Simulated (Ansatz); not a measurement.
# TaVCN: equation of state with PBE

TaVCN:

```
Ta V N C
1.0
     1.53488    0.88617    4.97625
    -1.53488    0.88617    4.97625
     0.00000   -1.77233    4.97625
Ta V N C
1 1 1 1
Direct
  0.25416 0.25416 0.25416
  0.74094 0.74094 0.74094
  0.49948 0.49948 0.49948
  0.00543 0.00543 0.00543
```

The cell comes from a database or a generator and needn't be the stable form of this composition.

```
Program             : Ansatz 0.2.0
Task                : equation of state
Functional          : PBE
Potentials or basis : Ansatz PAW
Cutoff              : 420 eV
Density cutoff      : 1680 eV
k mesh              : 10 × 10 × 10
Occupations         : fermi-dirac, width 0.05 eV
Spin                : collinear spin, ferromagnetic start
Starting moments    : [0.0, 2.0, 0.0, 0.0] μB
```

```yaml
Equilibrium_volume: 10.10 Å³/atom
Bulk_modulus_at_fixed_shape_and_positions: 312 GPa
Pressure_derivative_of_the_bulk_modulus: 4.3
```

Energy against volume, from the lowest point:
| volume (Å³/atom) | energy (meV/atom) |
| --- | --- |
| 9.544 | 32.66 |
| 9.747 | 12.54 |
| 9.950 | 1.96 |
| 10.153 | 0.00 |
| 10.356 | 5.76 |
| 10.559 | 18.47 |
| 10.762 | 37.45 |

All runs of the series together: 2.8 min on 2 threads of Arm Neoverse V1, with other jobs on the host.

Caveat: the cell was scaled at fixed shape and fractional positions, which overstates the stiffness of a crystal with free parameters, most of all of layers and chains. The run has no spin-orbit coupling, so splittings on Ta are missing.
